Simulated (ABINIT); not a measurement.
The system is Be2Te.

```
Be Te
1.0
     3.65917    0.00000    0.00000
    -1.82959    3.16894    0.00000
     0.00000    0.00000    4.17516
Be Te
2 1
Direct
  0.33333 0.66667 0.64146
  0.66667 0.33333 0.35854
  0.00000 0.00000 0.00000
```

The cell was built by a generator and needn't be a form met in nature.

| Item | Value |
| --- | --- |
| Program | ABINIT 10.8.3 (patched build) |
| Task | single point |
| Functional | PBE |
| Potentials or basis | JTH PAW PBE v2.0 |
| Cutoff | 517 eV |
| k mesh | 8 × 8 × 7 |
| Occupations | fermi-dirac, width 0.05 eV |
| Spin | no spin polarisation |

On this cell: pressure 0.1 GPa; largest force 0.005 eV/Å; band gap on the k mesh none (metal or under the smearing width).

The same run follows on a disturbed copy (atoms moved at random, drawn with an rms of 0.05 Å):

```
Be Te
1.0
     3.65917    0.00000    0.00000
    -1.82959    3.16894    0.00000
     0.00000    0.00000    4.17516
Be Te
2 1
Direct
  0.33456 0.66295 0.62708
  0.67029 0.34576 0.35707
  0.99803 0.98971 0.00870
```

Q: What does the disturbed cell give?

A: The energy (extrapolated to zero smearing) moves by +3.1 meV/atom; pressure 0.0 GPa; largest force 0.169 eV/Å; band gap on the k mesh none (metal or under the smearing width).

Forces in eV/Å, atoms in the order of the input:
```
Be  -0.030  0.061  0.087
Be   0.044 -0.160 -0.030
Te  -0.014  0.098 -0.056
```

Stress tensor (GPa, compression positive):
```
-0.22  0.03  0.09
 0.03  0.29 -0.61
 0.09 -0.61 -0.16
```
